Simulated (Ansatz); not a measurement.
# CH₆OSi₂: a ladder of functionals and wavefunction methods

One table from this session's results is given with a row withheld; the runs are named, their logs left out.

Method: functionals in def2-TZVPP, the program's frozen cores in correlated methods; program: Ansatz 0.2.0, Gaussian basis.

The runs, in order: LDA (SPW92), PBE-D4, revPBE-D4, BLYP-D4, r2SCAN-D4, B97M-V, PBE0-D4, B3LYP-D4, r2SCANh-D4, r2SCAN0-D4, HSE06-D4, BHLYP-D4, CAM-B3LYP-D4, LC-ωPBE, ωB97X-V, ωB97M-V, B2PLYP, PBE-QIDH; CCSD(T)/def2-SVP; CCSD(T)/def2-TZVPP; MP2/def2-QZVPP; extrapolation to the limit; RPA on PBE.

### The geometry

All runs share one geometry, relaxed beforehand with PBE0-D4 in a triple-zeta def2 set.

10 atoms, charge 0, spin multiplicity 1.

Atoms are counted from 1 here; the program's logs count them from 0.

Bond lengths: C1–Si2 1.887 Å, C1–Si4 1.887 Å, C1–H5 1.090 Å, C1–H6 1.090 Å, Si2–O3 1.676 Å, Si2–H7 1.485 Å, Si2–H8 1.485 Å, O3–Si4 1.676 Å, Si4–H9 1.485 Å, Si4–H10 1.485 Å. Angles: Si2–C1–Si4 82.3°, Si2–C1–H5 115.8°, Si2–C1–H6 115.8°, Si4–C1–H5 115.8°, Si4–C1–H6 115.8°, H5–C1–H6 109.5°, C1–Si2–O3 91.1°, C1–Si2–H7 115.9°, C1–Si2–H8 115.9°, O3–Si2–H7 111.8°, O3–Si2–H8 111.8°, H7–Si2–H8 109.3°, Si2–O3–Si4 95.6°, C1–Si4–O3 91.1°, C1–Si4–H9 115.9°, C1–Si4–H10 115.9°, O3–Si4–H9 111.8°, O3–Si4–H10 111.8° and more.

Set-up of the first run:

Contents of in.yaml:

```yaml
crystal:
  periodic: [false, false, false]
  atoms:
    - {symbol: C, position_ang: [-0.825089, 0.578469, -0.148615]}
    - {symbol: Si, position_ang: [-0.384175, -1.245074, 0.050269]}
    - {symbol: O, position_ang: [1.239294, -0.867138, 0.220394]}
    - {symbol: Si, position_ang: [1.037636, 0.788865, 0.064133]}
    - {symbol: H, position_ang: [-1.226295, 0.865554, -1.120656]}
    - {symbol: H, position_ang: [-1.443328, 1.005263, 0.641244]}
    - {symbol: H, position_ang: [-0.925181, -1.914077, 1.260957]}
    - {symbol: H, position_ang: [-0.629748, -2.104050, -1.136272]}
    - {symbol: H, position_ang: [1.472319, 1.515619, 1.284338]}
    - {symbol: H, position_ang: [1.767567, 1.325369, -1.112893]}
basis:
  gaussian: {orbitals: def2-TZVPP}
hamiltonian: {xc: lda}
output: {orbitals: {seedname: orbitals}}
```

The run is started by

```console
$ ansatz run in.yaml --threads 2 --pin off --events-out ev --progress --plain --max-ram 4352MiB
```

Steps of the session up to this table: LDA; PBE-D4 (GGA); revPBE-D4 (GGA); BLYP-D4 (GGA); r2SCAN-D4 (meta-GGA); B97M-V (meta-GGA); PBE0-D4 (hybrid); B3LYP-D4 (hybrid); r2SCANh-D4 (hybrid); r2SCAN0-D4 (hybrid); HSE06-D4 (hybrid); BHLYP-D4 (hybrid); CAM-B3LYP-D4 (range-separated); LC-ωPBE (range-separated); ωB97X-V (range-separated); ωB97M-V (range-separated); B2PLYP (double hybrid); PBE-QIDH (double hybrid).

One table of the session follows, with a row left open; its other results are not shown here.

It belongs to the step «Frontier levels by functional». 

```
  functional  HOMO (eV)  gap (eV)
 LDA (SPW92)      -7.15      5.60
      PBE-D4      -7.07      5.77
   revPBE-D4      -7.02      5.83
     BLYP-D4      -6.93      5.78
   r2SCAN-D4      -7.33      6.41
      B97M-V      -7.45      6.33
     PBE0-D4      -8.27      7.84
    B3LYP-D4      -8.05      7.42
  r2SCANh-D4          ?         ?
  r2SCAN0-D4      -8.44      8.23
    HSE06-D4      -7.87      7.06
    BHLYP-D4      -9.37      9.81
CAM-B3LYP-D4      -9.60     10.15
     LC-ωPBE     -10.98     12.68
     ωB97X-V     -10.61     12.17
     ωB97M-V     -10.45     11.68
```

**Question.** Estimate the row for r2SCANh-D4.

Worked estimate for «HOMO (eV)». Against the share of exact exchange, r2SCAN-D4 (0, -7.33), r2SCAN0-D4 (0.25, -8.44) give a slope of -4.44 per unit share; at 0.1 the line stands at -7.77.

The run gave: HOMO (eV): -7.77; gap (eV): 7.14. In «HOMO (eV)» the line misses by 0.00.
